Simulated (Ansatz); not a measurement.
**AlH2Se radical (SMILES [AlH][SeH]): single points off equilibrium**

One table from this session's results is given with a row withheld; the runs are named, their logs left out.

Program: Ansatz 0.2.0, Gaussian basis. Level of theory: single points in def2-TZVPP. These are calculated values, not measurements.

Cores are frozen in the correlated methods. Filled d shells of the heavier atoms are correlated. Orbitals are unrestricted.

## Where the work starts

SMILES `[AlH][SeH]`, 4 atoms, charge 0, spin multiplicity 2.

Atoms are counted from 1 here; the program's logs count them from 0.

Bond lengths: Al1–Se2 2.373 Å, Al1–H3 1.567 Å, Se2–H4 1.454 Å. Angles: Se2–Al1–H3 120.6°, Al1–Se2–H4 92.6°.

Geometry (Å):

```xyz
4
charge 0, multiplicity 2
Al   -0.07060   -1.09830   -0.16510
Se    0.78230    1.06570   -0.63410
H    -0.17930   -1.60930    1.31220
H    -0.52160    1.68660   -0.46940
```

Set-up of the first run:

run/in.yaml

```yaml
crystal:
  periodic: [false, false, false]
  atoms:
    - {symbol: Al, position_ang: [-0.070600, -1.098300, -0.165100]}
    - {symbol: Se, position_ang: [0.782300, 1.065700, -0.634100]}
    - {symbol: H, position_ang: [-0.179300, -1.609300, 1.312200]}
    - {symbol: H, position_ang: [-0.521600, 1.686600, -0.469400]}
basis:
  gaussian: {orbitals: def2-TZVPP}
magnetization: {spin_polarized: true, initial_magnetization: 1}
correlation: {method: ccsd_t}
scf: {omitted_lower_state_checks: [cluster_reference]}
output: {forces: true}
```

The command line of these runs was not kept.

Steps of the session up to this table: CCSD(T)/def2-TZVPP; PBE0-D4/def2-TZVPP; wB97M-V/def2-TZVPP; r2SCAN-D4/def2-TZVPP; PBE-D4/def2-TZVPP; r2SCAN0-D4/def2-TZVPP; BHLYP-D4/def2-TZVPP.

One of the session's tables, all rows but one given; the rest of the session is left out.

```
    method  RMS force component (eV/Å)  angle to CCSD(T) forces (°)  dipole (D)
   CCSD(T)                       0.229                    reference        1.09
   PBE0-D4                       0.279                          3.0        1.08
   wB97M-V                       0.231                          3.5        1.27
 r2SCAN-D4                       0.267                          2.2        1.06
    PBE-D4                           ?                            ?           ?
r2SCAN0-D4                       0.213                         12.3        1.16
  BHLYP-D4                       0.163                          8.4        1.22
```

Q: Estimate the row for PBE-D4 from the others.

The run gave: RMS force component (eV/Å): 0.392; angle to CCSD(T) forces (°): 13.9; dipole (D): 0.93. In the column «RMS force component (eV/Å)» it is the highest.
